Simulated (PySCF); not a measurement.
# CeO(OH): other functionals and bases at one geometry

The task here is to estimate one member of a computed series from the others.

Method: several levels, as the steps say, no spin–orbit coupling; program: PySCF 2.14.0.

1 further run of the same task is left out (for a known fault of the program).

**The system as given**

4 atoms, charge 0, spin multiplicity 1.

Bond lengths: Ce1–O2 1.901 Å, Ce1–O3 2.162 Å, Ce1–H4 2.960 Å, O3–H4 0.961 Å. Angles: O2–Ce1–O3 109.3°, O2–Ce1–H4 97.2°, O3–Ce1–H4 12.2°, Ce1–O3–H4 139.5°, Ce1–H4–O3 28.3°.

Coordinates:

```xyz
4
charge 0, multiplicity 1
Ce    0.00513   -0.04157   -0.47683
O     1.27406    0.03065    0.93747
O    -1.99207    0.02254    0.34938
H    -2.42789    0.07687    1.20406
```

Formal oxidation states: Ce +3. Each metal's 1 4f electrons lie in its core potential, so multiplicities, spins and levels count the valence alone. An earlier session relaxed this geometry at PBE0, Ce lcecp-1-SVP with ECP47, O def2-SVP, H def2-SVP (singlet, point group Cs).

At PBE0 on the finer grid: E = -183.079110 Eh, HOMO -6.22 eV, LUMO -1.69 eV, Mulliken charge on Ce1 +0.86 e, largest force component 0.011 eV/Å. 

Levels to run: TPSS; B3LYP; PBE0, TZVP. Hardware: 2 threads of Arm Neoverse V1, shared host.

The first run:

File run.py (the lines that set the calculation):

```python
mol = gto.M(atom='''
Ce     0.00513    -0.04157    -0.47683
O      1.27406     0.03065     0.93747
O     -1.99207     0.02254     0.34938
H     -2.42789     0.07687     1.20406''',
    basis={'Ce': 'lcecp-1-SVP', 'O': 'def2-SVP', 'H': 'def2-SVP'},
    ecp={'Ce': 'lcecp-1-SVP'},
    charge=0, spin=0)
mf = dft.RKS(mol, xc='TPSS')
mf.grids.atom_grid = (75, 302)  # f atoms: unpruned, at least (60, 302)
mf = mf.density_fit()  # fitting sets: Ce AutoAux, O def2-universal-JKFIT, H def2-universal-JKFIT
mf.conv_tol = 1e-08; mf.max_cycle = 55
mf.kernel(dm0)  # dm0: the density of the relaxed state
```

The run is started by

```console
> OMP_NUM_THREADS=2 python run.py
```

Steps of the session up to this table: TPSS; B3LYP; PBE0, TZVP.

One table of the session follows, with a row left open; its other results are not shown here.

```
              level  HOMO (eV)  gap (eV)  charge on Ce1 (e)  dipole (D)  largest force component (eV/Å)
PBE0 (relaxed here)      -6.22      4.53               0.86        6.02                            0.01
               TPSS          ?         ?                  ?           ?                               ?
              B3LYP      -5.98      4.00               0.82        5.95                            0.55
         PBE0, TZVP      -6.22      4.53               1.25        6.30                            0.24
```

**Question.** Estimate the row for TPSS.

**Answer.** HOMO (eV): -4.84; gap (eV): 2.78; charge on Ce1 (e): 0.78; dipole (D): 5.66; largest force component (eV/Å): 0.90. In the column «HOMO (eV)» it is the highest.

In one basis the HOMO–LUMO gap runs from 2.78 eV (TPSS) to 4.53 eV (PBE0). The largest leftover force, 0.90 eV/Å with TPSS, stands at a geometry relaxed at another level. With 4f in the core, its levels are missing from HOMO and gap, and its count is fixed, so no charge can pass from the ligands into it. Total energies of different levels can't be compared.
